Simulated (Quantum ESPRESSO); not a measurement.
A Quantum ESPRESSO 7.5 run (LDA) on a crystal of composition SbSe2 lists these optical modes at the zone centre:

| symmetry | cm⁻¹ | components | active in |
| --- | --- | --- | --- |
| T1u | 51 | 3 | IR |
| T2g | 110 | 3 | Raman |

Question: How many atoms does the primitive cell hold, does the crystal have a centre of inversion, and what is its point group?

Answer: 6 optical and 3 acoustic modes make 3 atoms. The labels g and u show a centre of inversion, so no mode is both infrared and Raman active. The point group is m-3m (space group Fm-3m, No. 225).

The cell:

```
Sb Se
1.0
     0.00000    3.36585    3.36585
     3.36585    0.00000    3.36585
     3.36585    3.36585    0.00000
Sb Se
1 2
Direct
  0.00000 0.00000 0.00000
  0.25000 0.25000 0.25000
  0.75000 0.75000 0.75000
```

Caveat: the k mesh is coarse (spacing up to 0.76 Å⁻¹), so the values aren't converged; the mesh is thin for the phonons of a metal.
